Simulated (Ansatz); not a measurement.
# BH5NOSi, SMILES N[B]O[SiH3]: a rigid scan of one bond length

Run with the Ansatz DFT code, driven from Python.

The script, `bh5nosi_scan.py`:
```python
'''Potential curve of BH5NOSi along one bond.'''

import ansatz as az
from ase import Atoms
import numpy as np

atoms = Atoms(['N', 'B', 'O', 'Si', 'H', 'H', 'H', 'H', 'H'], positions=[
    [-0.3646, 1.7599, -0.4345],
    [0.4226, 0.6081, -0.8762],
    [1.1003, -0.1892, 0.1089],
    [0.1333, -1.4608, 0.5257],
    [0.2415, 2.4879, -0.0296],
    [-0.783, 2.2581, -1.3208],
    [-0.2176, -2.2782, -0.6587],
    [0.7375, -2.3182, 1.5258],
    [-1.1815, -0.9138, 1.1424],
])
molecule = az.Crystal.molecule_from_ase(atoms)

symbols = [site.symbol for site in molecule.cartesian_sites]
start = np.array([site.position_ang for site in molecule.cartesian_sites])
axis = (start[5] - start[0]) / np.linalg.norm(start[5] - start[0])
moving = [5]
lengths, energies = [0.968, 1.011, 1.055, 1.099, 1.143, 1.187, 1.231, 1.297], []
for length in lengths:
    xyz = start.copy()
    xyz[moving] += (length - np.linalg.norm(start[5] - start[0])) * axis
    point = az.Crystal.molecule()
    for symbol, place in zip(symbols, xyz):
        point = point.atom(symbol, place.tolist())
    model = (
        point.calculation()
        .basis(gaussian='cc-pVDZ')
        .functional('r2scan0')
        .spin('collinear', total=1)
    )
    data = model.run(threads=1).report
    energies.append(data['free_energy_ev'])
    print(f'r = {length:6.3f} A  E = {energies[-1]:.5f} eV  <S^2> = {abs(data["mean_field"]["state"]["spin_squared"]):.3f}')

# quartic fit about the minimum
fit = np.polynomial.Polynomial.fit(lengths, np.array(energies) - min(energies), 4).convert()
roots = [r.real for r in fit.deriv().roots() if abs(r.imag) < 1e-9 and fit.deriv(2)(r.real) > 0]
r_e = min(roots, key=lambda r: abs(r - lengths[int(np.argmin(energies))]))
print(f'minimum of the fit at {r_e:.4f} A, force constant {fit.deriv(2)(r_e):.2f} eV/A^2')
```

`python bh5nosi_scan.py` gives:
```text
r =  0.968 A  E = -12169.15089 eV  <S^2> = 0.753
r =  1.011 A  E = -12169.21302 eV  <S^2> = 0.753
r =  1.055 A  E = -12169.18635 eV  <S^2> = 0.753
r =  1.099 A  E = -12169.09073 eV  <S^2> = 0.753
r =  1.143 A  E = -12168.94370 eV  <S^2> = 0.753
r =  1.187 A  E = -12168.75890 eV  <S^2> = 0.753
r =  1.231 A  E = -12168.54695 eV  <S^2> = 0.753
r =  1.297 A  E = -12168.19578 eV  <S^2> = 0.753
minimum of the fit at 1.0186 A, force constant 44.60 eV/A^2
```

What to keep in mind:
- Total energies depend on the basis set; only differences at equal settings carry meaning.
- The rest of the molecule is held rigid at a force-field or estimated start geometry, and the basis set is modest; single-reference methods fail as a bond breaks.
- The run takes the species as open-shell (spin multiplicity 2), which needn't be its ground state.
- Hardware and time: 56 s on 1 thread of Intel(R) Xeon(R) Platinum 8259CL CPU @ 2.50GHz (Skylake/Cascade Lake), on a shared host, peak memory 0.32 GiB.
